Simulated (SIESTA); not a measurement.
**TiAlPt under changes of volume**

One of the cells (15.532 Å³/atom); the others are scaled copies at fixed shape and fractional positions:

```
Pt Ti Al
1.0
     4.44610    0.00000    0.00000
    -2.22305    3.85043    0.00000
     0.00000    0.00000    5.44352
Pt Ti Al
2 2 2
Direct
  0.33333 0.66667 0.75000
  0.66667 0.33333 0.25000
  0.00000 0.00000 0.50000
  0.00000 0.00000 0.00000
  0.66667 0.33333 0.75000
  0.33333 0.66667 0.25000
```

The cell comes from a database or a generator and needn't be the stable form of this composition.

* Program: SIESTA 5.4.2
* Functional: PBEsol
* Potentials or basis: PseudoDojo 0.4 standard (PBEsol files)
* Basis: DZP (energy shift 0.003 Ry; two zetas on semicore shells)
* Grid cutoff: 800 Ry
* Energy shift: 0.003 Ry
* k mesh: 7 × 7 × 5
* Occupations: fermi-dirac, width 0.05 eV
* Spin: no spin polarisation

```csv
volume (Å³/atom),energy over the lowest point (meV/atom),pressure (GPa)
14.313,21.57,10.0
14.618,6.83,5.7
14.923,0.00,1.7
15.532,7.14,-5.0
15.836,?,?
16.141,36.92,-10.4
```

Question: What does the run at 15.836 Å³/atom give?

Answer: Energy over the lowest point 19.54 meV/atom; pressure -7.8 GPa.

Worked out: A Birch-Murnaghan fit of order 3 (a polynomial in V^(-2/3)) to the other rows has its minimum at 15.06 Å³/atom with B0 = V·E''(V) = 176 GPa and B' = 4.7 at fixed shape and positions, which overstates the stiffness. It gives 19.48 meV/atom at 15.836 Å³/atom, against the run's 19.54, and -dE/dV = -7.9 GPa, against -7.8.

Energies are extrapolated to zero smearing.

Caveats: short orbitals over semicore shells can move pressures by several GPa; the basis of atomic orbitals isn't converged, which shifts pressures, moduli and gaps.
